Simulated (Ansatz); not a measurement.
**CH₇B₂Ga: small, medium and large basis sets**

One table from this session's results is given with a row withheld; the runs are named, their logs left out.

Computed with Ansatz 0.2.0, Gaussian basis. Level: one geometry, several basis sets.

Plan: PBE0-D4/def2-SVP; ωB97M-V/def2-SVP; PBE0-D4/def2-QZVPP; ωB97M-V/def2-QZVPP; the functionals' def2-TZVPP values are taken from earlier runs.

## Structure used throughout

The geometry comes from an earlier relaxation with PBE0-D4 in a triple-zeta def2 set; it is a stationary point, not always the lowest conformer.

SMILES `CB[BH][GaH2]`, 11 atoms, charge 0, spin multiplicity 1.

Atoms are counted from 1 here; the program's logs count them from 0.

Bond lengths: C1–B2 1.567 Å, C1–H5 1.091 Å, C1–H6 1.097 Å, C1–H7 1.097 Å, B2–B3 1.617 Å, B2–H8 1.211 Å, B3–Ga4 2.073 Å, B3–H9 1.202 Å, Ga4–H10 1.576 Å, Ga4–H11 1.574 Å. Angles: B2–C1–H5 116.0°, B2–C1–H6 109.5°, B2–C1–H7 108.9°, H5–C1–H6 108.5°, H5–C1–H7 108.6°, H6–C1–H7 104.8°, C1–B2–B3 128.9°, C1–B2–H8 116.6°, B3–B2–H8 114.5°, B2–B3–Ga4 120.4°, B2–B3–H9 124.5°, Ga4–B3–H9 115.1°, B3–Ga4–H10 120.6°, B3–Ga4–H11 122.5°, H10–Ga4–H11 116.8°.

The first run:

in.yaml reads:

```yaml
crystal:
  periodic: [false, false, false]
  atoms:
    - {symbol: C, position_ang: [-1.449632, 1.210376, 0.291075]}
    - {symbol: B, position_ang: [-0.814370, -0.209551, 0.477997]}
    - {symbol: B, position_ang: [0.741743, -0.608418, 0.663490]}
    - {symbol: Ga, position_ang: [1.938338, -0.959080, -0.992123]}
    - {symbol: H, position_ang: [-0.760286, 2.053692, 0.344455]}
    - {symbol: H, position_ang: [-1.976929, 1.251064, -0.670144]}
    - {symbol: H, position_ang: [-2.232601, 1.350774, 1.046106]}
    - {symbol: H, position_ang: [-1.569494, -1.153771, 0.412755]}
    - {symbol: H, position_ang: [1.282529, -0.764642, 1.725315]}
    - {symbol: H, position_ang: [2.781808, 0.206910, -1.634912]}
    - {symbol: H, position_ang: [2.058874, -2.377375, -1.664015]}
basis:
  gaussian: {orbitals: def2-SVP}
hamiltonian: {xc: pbe0, dispersion: d4}
output: {orbitals: {seedname: orbitals}}
```

Started as:

```sh
$ ansatz run in.yaml --threads 4 --pin off --events-out ev --progress --plain --max-ram 10444MiB
```

Steps of the session up to this table: PBE0-D4 in def2-SVP; ωB97M-V in def2-SVP; PBE0-D4 in def2-QZVPP; ωB97M-V in def2-QZVPP.

One of the session's tables, all rows but one given; the rest of the session is left out.

It belongs to the step «Density functionals: the series». 

```
functional       basis  HOMO (eV)  LUMO (eV)
   PBE0-D4    def2-SVP      -7.17      -1.77
   PBE0-D4  def2-TZVPP      -7.20      -1.85
   PBE0-D4  def2-QZVPP      -7.20      -1.87
   ωB97M-V    def2-SVP      -9.26       0.06
   ωB97M-V  def2-TZVPP      -9.31      -0.04
   ωB97M-V  def2-QZVPP          ?          ?
```

**Question.** Estimate the row for ωB97M-V, def2-QZVPP.

The run gave: HOMO (eV): -9.31; LUMO (eV): -0.15.
